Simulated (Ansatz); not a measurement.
**C2H5BS: basis-set convergence**

An exercise on one series of results from a longer session: the logs are not shown, and one member is left open.

The runs use Ansatz 0.2.0, Gaussian basis; one geometry, several basis sets.

Levels to be run: PBE0-D4/def2-SVP; ωB97M-V/def2-SVP; PBE0-D4/def2-QZVPP; ωB97M-V/def2-QZVPP; the functionals' def2-TZVPP values are taken from earlier runs.

## The geometry

All runs share one geometry, relaxed beforehand with PBE0-D4 in a triple-zeta def2 set.

SMILES `BC(=C)S`, 9 atoms, charge 0, spin multiplicity 1.

Atoms are counted from 1 here; the program's logs count them from 0.

Bond lengths: B1–C2 1.538 Å, B1–H5 1.195 Å, B1–H6 1.197 Å, C2–C3 1.345 Å, C2–S4 1.762 Å, C3–H7 1.087 Å, C3–H8 1.083 Å, S4–H9 1.340 Å. Angles: C2–B1–H5 118.2°, C2–B1–H6 121.7°, H5–B1–H6 120.0°, B1–C2–C3 118.7°, B1–C2–S4 121.6°, C3–C2–S4 119.8°, C2–C3–H7 123.5°, C2–C3–H8 119.4°, H7–C3–H8 117.2°, C2–S4–H9 96.5°.

Set-up of the first run:

The input, in.yaml:

```yaml
crystal:
  periodic: [false, false, false]
  atoms:
    - {symbol: B, position_ang: [-0.365301, 0.836631, -0.852973]}
    - {symbol: C, position_ang: [0.018817, -0.161378, 0.251947]}
    - {symbol: C, position_ang: [1.054586, -0.992192, 0.038783]}
    - {symbol: S, position_ang: [-0.863365, -0.236367, 1.774890]}
    - {symbol: H, position_ang: [0.274908, 0.836938, -1.862435]}
    - {symbol: H, position_ang: [-1.277665, 1.599675, -0.722591]}
    - {symbol: H, position_ang: [1.392377, -1.727220, 0.764278]}
    - {symbol: H, position_ang: [1.592347, -0.940386, -0.900104]}
    - {symbol: H, position_ang: [-1.738305, 0.738097, 1.491005]}
basis:
  gaussian: {orbitals: def2-SVP}
hamiltonian: {xc: pbe0, dispersion: d4}
output: {orbitals: {seedname: orbitals}}
```

Started as:

```
ansatz run in.yaml --threads 2 --pin off --events-out ev --progress --plain --max-ram 4352MiB
```

Steps of the session up to this table: PBE0-D4 in def2-SVP; ωB97M-V in def2-SVP; PBE0-D4 in def2-QZVPP; ωB97M-V in def2-QZVPP.

One of the session's tables, all rows but one given; the rest of the session is left out.

| functional | basis | HOMO (eV) | LUMO (eV) |
| --- | --- | --- | --- |
| PBE0-D4 | def2-SVP | -6.59 | -2.19 |
| PBE0-D4 | def2-TZVPP | ? | ? |
| PBE0-D4 | def2-QZVPP | -6.76 | -2.32 |
| ωB97M-V | def2-SVP | -8.66 | -0.11 |
| ωB97M-V | def2-TZVPP | -8.82 | -0.29 |
| ωB97M-V | def2-QZVPP | -8.85 | -0.34 |

Estimate the missing values for PBE0-D4, def2-TZVPP.

As computed: HOMO (eV): -6.73; LUMO (eV): -2.29. In the column «HOMO (eV)» it lies between PBE0-D4, def2-QZVPP (-6.76) and PBE0-D4, def2-SVP (-6.59).
